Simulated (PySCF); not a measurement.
# C6H8OSi: first hyperpolarisability

Wanted: first hyperpolarisability for C6H8OSi (`CC(=O)C1=CC=C[SiH2]1`).

Programs: PySCF 2.14.0, with routines of our own; each step states its level. All values are computed. Atoms count from 0.

## (1) The system as given

16 atoms, charge 0, multiplicity 1; geometry from: GFN2-xTB.

## (2) First hyperpolarisability: quadratic response BHandHLYP/6-31G

Job settings and geometry (Å):

```
{"job": {"kind": "beta", "xc": "BHandHLYP", "basis": "6-31G", "wavelengths": [1064, 800]}, "charge": 0, "multiplicity": 1}
C     -2.556073    -0.016661    -0.463640
C     -1.525156     0.085107     0.637374
O     -1.841188     0.213218     1.805675
C     -0.119594     0.025139     0.266767
C      0.408649    -0.113340    -0.967325
C      1.856021    -0.140955    -1.036340
C      2.507149    -0.025783     0.130437
Si     1.266942     0.142764     1.553982
H     -2.415791     0.793349    -1.176198
H     -3.554739     0.043845    -0.038914
H     -2.442650    -0.962303    -0.989579
H     -0.168812    -0.202251    -1.877312
H      2.340903    -0.249304    -1.997081
H      3.582692    -0.034700     0.185923
H      1.310220    -0.995175     2.466621
H      1.343830     1.445995     2.206298
```

With the program's defaults for keys left out, this is: quadratic response BHandHLYP/6-31G first hyperpolarisability, Taylor convention, gas phase.

Launch:

```bash
OMP_NUM_THREADS=1 python excited_run.py task.json out
```

One launch serves the whole session: the jobs run in the order shown.

The program printed:

```text
coarse grid: 14192 points
cycle   1  E = -597.6902965823  dE =  1.600e+00  |g| = 7.738e-01  |ddm| = 3.954e+00
cycle   2  E = -597.5096090236  dE =  1.807e-01  |g| = 1.273e+00  |ddm| = 2.911e+00
cycle   3  E = -597.8360984102  dE = -3.265e-01  |g| = 8.990e-02  |ddm| = 2.071e+00
cycle   4  E = -597.8382529804  dE = -2.155e-03  |g| = 4.621e-02  |ddm| = 1.746e-01
cycle   5  E = -597.8388581501  dE = -6.052e-04  |g| = 6.628e-03  |ddm| = 9.020e-02
cycle   6  E = -597.8388721273  dE = -1.398e-05  |g| = 3.367e-03  |ddm| = 1.762e-02
cycle   7  E = -597.8388757760  dE = -3.649e-06  |g| = 1.236e-03  |ddm| = 8.645e-03
final grid: 133360 points
cycle   8  E = -597.7912768744  dE = -7.872e-06  |g| = 2.912e-03  |ddm| = 1.584e-02
cycle   9  E = -597.7912766386  dE =  2.358e-07  |g| = 3.291e-03  |ddm| = 7.295e-03
cycle  10  E = -597.7912792777  dE = -2.639e-06  |g| = 6.015e-04  |ddm| = 4.609e-03
cycle  11  E = -597.7912793553  dE = -7.760e-08  |g| = 1.143e-04  |ddm| = 7.411e-04
cycle  12  E = -597.7912793584  dE = -3.076e-09  |g| = 7.462e-05  |ddm| = 2.517e-04
cycle  13  E = -597.7912793600  dE = -1.631e-09  |g| = 1.776e-05  |ddm| = 1.189e-04
cycle  14  E = -597.7912793602  dE = -1.321e-10  |g| = 8.068e-06  |ddm| = 4.951e-05
converged SCF energy = -597.7912793602

Lowest singlets (eV, f): 3.8777 0.0002  4.3346 0.1820  5.4895 0.0000

First hyperpolarisability (au)
process     nm      |vector|   parallel      HRS      DR
static         -      270.49      79.56     136.52   3.116
shg       1064.0      417.79     130.01     198.29   3.539
eope      1064.0      309.40      92.83          -       -
shg        800.0      643.34     208.19     292.61   3.935
eope       800.0      345.17     105.07          -       -
```

Run time: 8.1 s. Hardware: 1 thread of Intel Xeon 6975P-C, shared host; peak memory 0.52 GiB.

## (3) First hyperpolarisability: quadratic response OPBE/3-21G

Settings changed since step 2:

```diff
@@ -1,2 +1,2 @@
-{"job": {"kind": "beta", "xc": "BHandHLYP", "basis": "6-31G", "wavelengths": [1064, 800]}, "charge": 0, "multiplicity": 1}
+{"job": {"kind": "beta", "xc": "OPBE", "basis": "3-21G", "wavelengths": [1064, 800], "grid": 3}, "charge": 0, "multiplicity": 1}
 C     -2.556073    -0.016661    -0.463640
```

Level: quadratic response OPBE/3-21G first hyperpolarisability, Taylor convention, gas phase.

The program printed:

```text
coarse grid: 14192 points
cycle   1  E = -594.5482333854  dE =  7.130e-01  |g| = 7.951e-01  |ddm| = 4.294e+00
cycle   2  E = -592.0631225596  dE =  2.485e+00  |g| = 2.597e+00  |ddm| = 3.691e+00
cycle   3  E = -594.3402998944  dE = -2.277e+00  |g| = 1.028e+00  |ddm| = 3.597e+00
cycle   4  E = -594.6752373410  dE = -3.349e-01  |g| = 2.433e-01  |ddm| = 1.195e+00
cycle   5  E = -594.6570533263  dE =  1.818e-02  |g| = 3.150e-01  |ddm| = 5.998e-01
cycle   6  E = -594.6895374173  dE = -3.248e-02  |g| = 7.072e-02  |ddm| = 4.576e-01
cycle   7  E = -594.6907724859  dE = -1.235e-03  |g| = 2.353e-02  |ddm| = 1.101e-01
cycle   8  E = -594.6908797440  dE = -1.073e-04  |g| = 1.295e-02  |ddm| = 3.618e-02
cycle   9  E = -594.6909236374  dE = -4.389e-05  |g| = 2.764e-03  |ddm| = 1.634e-02
cycle  10  E = -594.6909259727  dE = -2.335e-06  |g| = 5.666e-04  |ddm| = 4.148e-03
final grid: 196440 points
cycle  11  E = -594.7161777649  dE = -4.334e-05  |g| = 2.923e-02  |ddm| = 5.589e-02
cycle  12  E = -594.7146293667  dE =  1.548e-03  |g| = 8.731e-02  |ddm| = 1.380e-01
cycle  13  E = -594.7163496375  dE = -1.720e-03  |g| = 7.939e-03  |ddm| = 1.134e-01
cycle  14  E = -594.7163663144  dE = -1.668e-05  |g| = 2.246e-03  |ddm| = 1.121e-02
cycle  15  E = -594.7163674898  dE = -1.175e-06  |g| = 7.388e-04  |ddm| = 3.252e-03
cycle  16  E = -594.7163676734  dE = -1.836e-07  |g| = 2.038e-04  |ddm| = 1.433e-03
cycle  17  E = -594.7163676844  dE = -1.106e-08  |g| = 8.561e-05  |ddm| = 3.095e-04
cycle  18  E = -594.7163676867  dE = -2.252e-09  |g| = 2.391e-05  |ddm| = 1.344e-04
cycle  19  E = -594.7163676868  dE = -1.413e-10  |g| = 4.920e-06  |ddm| = 2.838e-05
converged SCF energy = -594.7163676868

Lowest singlets (eV, f): 2.5617 0.0000  4.1523 0.1791  4.7348 0.0000

First hyperpolarisability (au)
process     nm      |vector|   parallel      HRS      DR
static         -      199.01      61.28     113.33   2.615
eope      1064.0      240.65      74.81          -       -
eope       800.0      280.12       87.7          -       -
```

Run time: 12 s. Hardware: 1 thread of Intel Xeon 6975P-C, shared host; peak memory 0.44 GiB.

Warnings kept with the result: second harmonic within 0.3 eV of the first excitation or beyond it: left out; second harmonic within 0.3 eV of the first excitation or beyond it: left out.

## (4) First hyperpolarisability: quadratic response BHandHLYP/def2-SVPD

Settings changed since step 3:

```diff
@@ -1,2 +1,2 @@
-{"job": {"kind": "beta", "xc": "OPBE", "basis": "3-21G", "wavelengths": [1064, 800], "grid": 3}, "charge": 0, "multiplicity": 1}
+{"job": {"kind": "beta", "xc": "BHandHLYP", "basis": "def2-SVPD", "wavelengths": [1064, 800], "scf": {"guess": "sap"}}, "charge": 0, "multiplicity": 1}
 C     -2.556073    -0.016661    -0.463640
```

With the program's defaults for keys left out, this is: quadratic response BHandHLYP/def2-SVPD first hyperpolarisability, Taylor convention, gas phase.

The program printed:

```text
final grid: 133360 points
cycle   1  E = -557.0226134299  dE =  3.572e+01  |g| = 8.223e+00  |ddm| = 3.876e+02
cycle   2  E = -525.2802530612  dE =  3.174e+01  |g| = 1.331e+01  |ddm| = 4.058e+02
cycle   3  E = -587.9290204002  dE = -6.265e+01  |g| = 4.685e+00  |ddm| = 1.862e+02
cycle   4  E = -592.8005189497  dE = -4.871e+00  |g| = 3.948e+00  |ddm| = 1.695e+01
cycle   5  E = -596.9747245155  dE = -4.174e+00  |g| = 1.506e+00  |ddm| = 9.796e+00
cycle   6  E = -597.3109790853  dE = -3.363e-01  |g| = 1.076e+00  |ddm| = 4.599e+00
cycle   7  E = -597.6304862477  dE = -3.195e-01  |g| = 2.024e-01  |ddm| = 2.563e+00
cycle   8  E = -597.6405588315  dE = -1.007e-02  |g| = 1.247e-01  |ddm| = 6.949e-01
cycle   9  E = -597.6445401829  dE = -3.981e-03  |g| = 2.710e-02  |ddm| = 2.920e-01
cycle  10  E = -597.6448020273  dE = -2.618e-04  |g| = 1.208e-02  |ddm| = 9.882e-02
cycle  11  E = -597.6448529694  dE = -5.094e-05  |g| = 3.493e-03  |ddm| = 4.049e-02
cycle  12  E = -597.6448569207  dE = -3.951e-06  |g| = 1.527e-03  |ddm| = 1.298e-02
cycle  13  E = -597.6448578814  dE = -9.607e-07  |g| = 5.517e-04  |ddm| = 6.861e-03
cycle  14  E = -597.6448579561  dE = -7.473e-08  |g| = 2.212e-04  |ddm| = 1.741e-03
cycle  15  E = -597.6448579709  dE = -1.478e-08  |g| = 7.287e-05  |ddm| = 6.859e-04
cycle  16  E = -597.6448579725  dE = -1.616e-09  |g| = 4.396e-05  |ddm| = 2.648e-04
cycle  17  E = -597.6448579731  dE = -5.699e-10  |g| = 1.546e-05  |ddm| = 1.176e-04
converged SCF energy = -597.6448579731

Lowest singlets (eV, f): 3.9501 0.0003  4.1181 0.1596  5.2692 0.0000

First hyperpolarisability (au)
process     nm      |vector|   parallel      HRS      DR
static         -      289.70      99.19     144.69   3.173
shg       1064.0      451.43     154.04     214.05   3.553
eope      1064.0      331.68     113.35          -       -
shg        800.0      719.56     246.42     327.57    3.95
eope       800.0      370.67     126.56          -       -
```

Run time: 35 s. Hardware: 1 thread of Intel Xeon 6975P-C, shared host; peak memory 0.84 GiB.

## (5) Outcome

```
                                                 quantity                                               value
    β vector (step 2, quadratic response BHandHLYP/6-31G)  static 270, SHG 1064.0 nm 418, SHG 800.0 nm 643 au
         β vector (step 3, quadratic response OPBE/3-21G)                                       static 199 au
β vector (step 4, quadratic response BHandHLYP/def2-SVPD)  static 290, SHG 1064.0 nm 451, SHG 800.0 nm 720 au
```

β grows from 270 au (static) to 643 au for doubling at 800.0 nm: normal dispersion, which grows as twice the photon energy moves toward the bright states. β grows from 290 au (static) to 720 au for doubling at 800.0 nm: normal dispersion, which grows as twice the photon energy moves toward the bright states.
